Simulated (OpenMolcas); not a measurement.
**One shape, several levels: GeClF (SMILES [F][Ge][Cl])**

Wanted: a comparison of 6 runs (HF/STO-3G, HF/pcseg-1, B2PLYP/6-31G**, B3LYP/6-31G*, MP2/6-31G**, CPF/ANO-R0) of GeClF. 

The results are computed with OpenMolcas 26.06.

6 further runs of the same task are left out: 6 set aside as unsound or not needed.

### Step 1. The structure to begin with

GeClF has 3 atoms, charge 0, and is taken as a singlet. SMILES: `[F][Ge][Cl]`. The shape is that of a PBE0-D4/def2-TZVP optimisation.

Bond lengths: F1–Ge2 1.748 Å, Ge2–Cl3 2.180 Å. Angles: F1–Ge2–Cl3 98.3°.

### Step 2. Energy and forces at HF/STO-3G (run 1)

Contents of mol.inp:

```
&GATEWAY
BASLIB=$CurrDir
BASISSET
F.STO-3G....
F1 0.110400 1.418700 0.206200 angstrom
End of Basis
BASISSET
Ge.STO-3G....
Ge2 -0.762800 0.035600 -0.410300 angstrom
End of Basis
BASISSET
Cl.STO-3G....
Cl3 0.641600 -1.519100 0.191000 angstrom
End of Basis
&SEWARD
&SCF
THRESHOLDS=1e-10 1e-07 1e-07 1e-05
PRORBITALS=1 2
&ALASKA
```

The basis set STO-3G is read from a file made from the Basis Set Exchange's data (not shown).

Run with:

```
$ export MOLCAS_MEM=1860
$ pymolcas mol.inp > mol.log
```

The program printed:

```text
--- Start Module: gateway ---
[...]
--- Stop Module: gateway /rc=_RC_ALL_IS_WELL_ ---
[...]
      Basis functions           32
[...]
--- Start Module: scf ---
[...]
       Convergence after  15 Iterations
[...]
::    Total SCF energy                              -2604.4151716658
[...]
      Total spin, S                                     0.0000000000
[...]
      Total electronic charge=   58.000000
      Total            charge=   -0.000000
[...]
      Dipole Moment (debye):
      Origin of the operator (angstrom)=   -0.2491   -0.1840   -0.1543
                   X= -2.0143E+00               Y=  1.7118E+00               Z= -9.1592E-01           Total=  2.7976E+00
      Quadrupole Moment (debye*angstrom):
[...]
--- Stop Module: scf /rc=_RC_ALL_IS_WELL_ ---
--- Start Module: alaska ---
[...]
 *              Molecular gradients               *
 **************************************************
  Irreducible representation: a
 ------------------------------------------------------------------------------------------
                              X                       Y                       Z
 ------------------------------------------------------------------------------------------
  F1                2.51798672457966E-02    5.36943156216374E-02    1.92036927493877E-02
  GE2              -2.50073431553659E-02   -4.52982852850915E-02   -1.82431290018705E-02
  CL3              -1.72524090437776E-04   -8.39603033652736E-03   -9.60563747522514E-04
 ------------------------------------------------------------------------------------------
--- Stop Module: alaska /rc=_RC_ALL_IS_WELL_ ---
[...]
```

It took 2.3 s on 1 thread of Arm Neoverse V1, shared host; peak memory 0.37 GiB.

### Step 3. Energy and forces at HF/pcseg-1 (run 2)

Contents of input.xyz:

```xyz
3

F      0.110400     1.418700     0.206200
Ge    -0.762800     0.035600    -0.410300
Cl     0.641600    -1.519100     0.191000
```

Contents of calc.inp:

```
&GATEWAY
 BASLIB = $CurrDir
 COORD = input.xyz
 BASIS = pcseg-1
 GROUP = NoSym

&SEWARD

&SCF
 THRESHOLDS = 1e-10 1e-07 1e-07 1e-05
 PRORBITALS = 1 2

&ALASKA
```

The basis set pcseg-1 is read from a file made from the Basis Set Exchange's data (not shown).

Run with:

```
$ export MOLCAS_MEM=1860
$ pymolcas calc.inp > calc.log
```

The program printed:

```text
--- Start Module: gateway ---
[...]
--- Stop Module: gateway /rc=_RC_ALL_IS_WELL_ ---
[...]
      Basis functions           59
[...]
--- Start Module: scf ---
[...]
       Convergence after  13 Iterations
[...]
::    Total SCF energy                              -2634.0440530052
[...]
      Total spin, S                                     0.0000000000
[...]
      Total electronic charge=   58.000000
      Total            charge=   -0.000000
[...]
      Dipole Moment (debye):
      Origin of the operator (angstrom)=   -0.2491   -0.1840   -0.1543
                   X= -2.3986E+00               Y= -2.0551E-01               Z= -1.3224E+00           Total=  2.7466E+00
      Quadrupole Moment (debye*angstrom):
[...]
--- Stop Module: scf /rc=_RC_ALL_IS_WELL_ ---
[...]
--- Start Module: alaska ---
[...]
 *              Molecular gradients               *
 **************************************************
  Irreducible representation: a
 ------------------------------------------------------------------------------------------
                              X                       Y                       Z
 ------------------------------------------------------------------------------------------
  F1               -3.85406113899656E-03   -4.47089341176365E-03   -2.55236037453699E-03
  GE2               8.02872578217517E-03    8.65239999866318E-04    4.44465162943786E-03
  CL3              -4.17466464318750E-03    3.60565341187424E-03   -1.89229125493462E-03
 ------------------------------------------------------------------------------------------
--- Stop Module: alaska /rc=_RC_ALL_IS_WELL_ ---
[...]
```

Run time: 4.8 s. Hardware: 1 thread of Arm Neoverse V1, shared host; peak memory 0.39 GiB.

Runs 3 to 5 aren't shown in full; the table further down has their settings and results.

### Step 4. A single-point energy at CPF/ANO-R0 (sfX2C) (run 6)

Contents of calc.inp:

```
>>> EXPORT MOLCAS_PRINT=2

&GATEWAY
 BasisSet
 F.ANO-R0....
 F1 0.110400 1.418700 0.206200 angstrom
 End of Basis
 BasisSet
 Ge.ANO-R0....
 Ge2 -0.762800 0.035600 -0.410300 angstrom
 End of Basis
 BasisSet
 Cl.ANO-R0....
 Cl3 0.641600 -1.519100 0.191000 angstrom
 End of Basis
 Finite
 RX2C

&SEWARD

&SCF
 Iterations
 69
 NoDamp
 PrOrbitals
 0

&MOTRA
 Frozen
 15

&GUGA
 Electrons
 28
 Spin
 1
 Inactive
 14
 Active
 0
 CIAll
 1

&CPF
 CPF
```

Run with:

```
$ export MOLCAS_MEM=1860
$ pymolcas calc.inp > calc.log
```

The program printed:

```text
--- Start Module: gateway ---
[...]
--- Stop Module: gateway /rc=_RC_ALL_IS_WELL_ ---
[...]
      Basis functions           32
[...]
       Convergence after  11 Iterations
[...]
::    Total SCF energy                              -2657.4744168978
[...]
      Total spin, S                                     0.0000000000
[...]
      *** WARNING: Default frozen orbitals is overwritten by user input.
      *** Default values:  20
[...]
--- Start Module: guga ---
[...]
--- Stop Module: guga /rc=_RC_ALL_IS_WELL_ ---
--- Start Module: cpf ---
[...]
      Active orbitals                            0       0
[...]
      Spin quantum number                      0.0
[...]
     FINAL CPF ENERGY        -2657.56331094
     FINAL CORRELATION ENERGY   -0.08889404  REFERENCE ENERGY   -2657.47441690
[...]
      Total electronic charge=   58.000000
      Total            charge=   -0.000000
[...]
      Dipole Moment (debye):
      Origin of the operator (angstrom)=   -0.2491   -0.1840   -0.1543
                   X= -3.9715E-01               Y=  1.6251E+00               Z= -4.7634E-02           Total=  1.6736E+00
      Quadrupole Moment (debye*angstrom):
[...]
--- Stop Module: cpf /rc=_RC_ALL_IS_WELL_ ---
[...]
```

Run time: 3.6 s. Hardware: 1 thread of Arm Neoverse V1, shared host; peak memory 0.41 GiB.

### Step 5. The series

| run | level | task | frozen core orbitals | energy (Eh) | dipole moment (D) of the reference | HOMO energy (eV) | LUMO energy (eV) | wall time |
| --- | --- | --- | --- | --- | --- | --- | --- | --- |
| 1 | HF/STO-3G | gradient | – | -2604.415172 | 2.80 | -7.78 | 3.87 | 2.3 s |
| 2 | HF/pcseg-1 | gradient | – | -2634.044053 | 2.75 | -11.18 | -0.02 | 4.8 s |
| 3 | B2PLYP/6-31G** (spherical functions) | energy | 15 | -2636.230178 | 2.46 | -9.37 | -1.70 | 8.7 s |
| 4 | B3LYP/6-31G* (spherical functions) | gradient | – | -2636.877463 | 2.23 | -8.17 | -2.99 | 13 s |
| 5 | MP2/6-31G** (spherical functions) | energy | 15 | -2634.609929 | 2.63 | -10.99 | 0.15 | 3.6 s |
| 6 | CPF/ANO-R0 (sfX2C) | energy | 15 | -2657.563311 | 1.81 | -9.58 | 0.94 | 3.6 s |

### Step 6. What came out

```
                                           quantity           value
                                run 6: total energy  -2657.56331 Eh
          run 6: dipole moment (mean-field density)          1.81 D
         run 6: HOMO energy (Hartree–Fock orbitals)        -9.58 eV
         run 6: LUMO energy (Hartree–Fock orbitals)         0.94 eV
       run 6: HOMO–LUMO gap (Hartree–Fock orbitals)        10.52 eV
run 6: correlation energy (15 core orbitals frozen)       -88.9 mEh
```

Over runs 1, 2, 3, 4 the dipole moment (its size) runs from 2.23 D (B3LYP/6-31G*) to 2.80 D (HF/STO-3G). The two ends differ in method and basis. Over runs 1, 2, 3, 4 the HOMO–LUMO gap runs from 5.18 eV (B3LYP/6-31G*) to 11.64 eV (HF/STO-3G). For B2PLYP the log adds the whole second-order term; the table takes 0.27 of it, as the functional is defined. Totals of different functionals can't be ranked against each other. Some runs of one species differ in core potentials or relativity; totals across that change don't compare. In runs 1, 6 the basis is minimal, so the values are rough. All runs together took 36 s, the longest 13 s.
